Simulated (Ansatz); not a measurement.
# Rh (fcc type): the cost of one run

Program: Ansatz 0.2.0. Level of theory: DFT, PBEsol, PAW with Ansatz's default frozen-core files, scalar-relativistic. These are calculated values, not measurements.

**1. Starting point**

It takes space group Fm-3m (No. 225, cubic). The conventional cell has a = 3.780 Å, b = 3.780 Å, c = 3.780 Å, α = 90.00°, β = 90.00°, γ = 90.00°. Rh (site symmetry m-3m) is surrounded by 12 Rh at 2.67 Å.

Coordinates:

```cif
data_structure
_symmetry_space_group_name_H-M 'P 1'
_symmetry_Int_Tables_number 1
_cell_length_a 2.6730
_cell_length_b 2.6730
_cell_length_c 2.6730
_cell_angle_alpha 60.000
_cell_angle_beta 60.000
_cell_angle_gamma 60.000
_cell_volume 13.51
loop_
_atom_site_label
_atom_site_type_symbol
_atom_site_fract_x
_atom_site_fract_y
_atom_site_fract_z
_atom_site_occupancy
Rh1 Rh 0.00000 0.00000 0.00000 1
```

**2. Bulk cell relaxed, PAW**

input.yaml reads:

```yaml
crystal:
  lattice:
    - [0.0, 1.8901148648, 1.8901148648]
    - [1.8901148648, 0.0, 1.8901148648]
    - [1.8901148648, 1.8901148648, 0.0]
  atoms:
    - { symbol: Rh, position: [0.0, 0.0, 0.0] }
kpoints:
  mp_grid: { grid: [20, 20, 20] }
scf:
  occupations: { method: fermi_dirac, width: 0.08 }
hamiltonian:
  xc: pbesol
  pseudopotentials: { kind: paw }
output:
  forces: true
  stress: true
relax:
  f_tol: 0.005
  max_steps: 40
  cell: {}
```

Launch:

```bash
> ansatz run input.yaml --threads 3 --pin off --max-ram 8192MiB --backend cpu --events-out ev --progress --plain --runs-dir out
```

What time and memory should one allow on 3 threads of Intel Xeon Platinum 8488C (Sapphire Rapids), shared host?

About 3.2 s, with a peak of 0.37 GiB.
